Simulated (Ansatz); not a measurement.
# Cu: the cost of one run

Computed with Ansatz 0.2.0 (DFT PBEsol, scalar-relativistic, plane waves, PAW, unless a step's input says otherwise).

1 further run of the same task is left out (set aside as unsound or not needed).

**1. Starting point**

The structure is cubic, space group Fm-3m (No. 225). Conventional cell: a = 3.563 Å, b = 3.563 Å, c = 3.563 Å, α = 90.00°, β = 90.00°, γ = 90.00°. Around Cu (site symmetry m-3m) lie 12 Cu at 2.52 Å.

Structure file:

```
CELL_PARAMETERS angstrom
0.00000 1.78169 1.78169
1.78169 0.00000 1.78169
1.78169 1.78169 0.00000
ATOMIC_POSITIONS crystal
Cu 0.00000 0.00000 0.00000
```

It is the result of an earlier relaxation at this level (volume 11.31 Å³/atom; gap on the mesh: none (metal)).

**2. Next: the ladder chain**

A free-standing chain of the crystal's atoms, periodic along c. Atoms and period relax; energies count from the bulk, -6588.7738 eV an atom.

The cell holds 4 Cu: a = 11.400 Å, b = 9.300 Å, c = 4.535 Å, α = 90.00°, β = 90.00°, γ = 90.00°.

**3. Relaxation**

Pressure and volume refer to the whole cell with its vacuum; only the period along c may change.

Contents of input.yaml:

```yaml
crystal:
  lattice:
    - [11.4, 0.0, 0.0]
    - [0.0, 9.3, 0.0]
    - [0.0, 0.0, 4.5354322177]
  atoms:
    - { symbol: Cu, position: [0.3955657055, 0.5, 0.0], spin: 0.5 }
    - { symbol: Cu, position: [0.3955657055, 0.5, 0.5], spin: 0.5 }
    - { symbol: Cu, position: [0.6044342945, 0.5, 0.0], spin: 0.5 }
    - { symbol: Cu, position: [0.6044342945, 0.5, 0.5], spin: 0.5 }
basis:
  ecutwfc: 420
kpoints:
  mp_grid: { grid: [1, 1, 14] }
hamiltonian:
  xc: pbesol
scf:
  occupations: { method: gaussian, width: 0.05 }
output:
  forces: true
  stress: true
  eigenvalues: true
  populations: true
  write_density: true
  write_potential: true
  elf: true
  volumetric_format: npy
magnetization:
  spin_polarized: true
relax:
  adjacent_minimum: "off"
  f_tol: 0.01
  max_steps: 45
  cell: { fix: [a, b, alpha, beta, gamma], stress_tol: 0.03 }
```

Run with:

```sh
$ ansatz run input.yaml --threads 2 --pin off --max-ram 5120MiB --backend cpu --events-out ev --progress --plain --runs-dir out
```

Q: Estimate wall time and peak memory on 2 threads of Arm Neoverse N1, shared host.

About 2.9 min, with a peak of 0.87 GiB.
